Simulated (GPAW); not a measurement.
BiTe: single point with PBE

The system is BiTe.

```
CELL_PARAMETERS angstrom
4.57498 0.00000 0.00000
2.28749 3.96205 0.00000
2.28749 1.32068 3.73546
ATOMIC_POSITIONS crystal
Bi 0.00000 0.00000 0.00000
Te 0.50000 0.50000 0.50000
```

- Program: GPAW 26.7.0
- Task: single point
- Functional: PBE
- Potentials or basis: GPAW PAW data sets (gpaw-data 1.2.1)
- Cutoff: 450 eV
- Basis: pw
- k mesh: 6 × 6 × 6
- Occupations: fermi-dirac, width 0.05 eV
- Spin: no spin polarisation

```
Pressure               : 0.5 GPa
Band gap on the k mesh : none (metal or under the smearing width)
```

Levels at points of the mesh, in eV from the Fermi level:
```csv
k point,band 6,band 7,band 8,band 9,band 10,band 11,band 12,band 13,band 14,band 15
"(0.00, 0.00, 0.00)",-13.36,-7.92,-2.46,-2.46,-2.46,2.25,2.25,2.25,4.78,4.78
"(0.50, 0.50, 0.00)",-11.61,-9.75,-5.56,-3.92,-3.92,2.34,3.68,3.68,5.05,8.88
"(0.50, 0.50, 0.50)",-11.46,-11.02,-1.83,-1.83,-1.46,-0.72,-0.53,-0.53,7.42,7.92
```

Wall time 19 s on 1 thread of Intel(R) Xeon(R) Platinum 8259CL CPU @ 2.50GHz (Skylake/Cascade Lake) (shared host), peak memory 0.15 GiB.

Caveat: the cutoff is short for stress and forces, so pressures can be off by a GPa or more; spin-orbit coupling is left out, which moves the levels of the heavy elements.
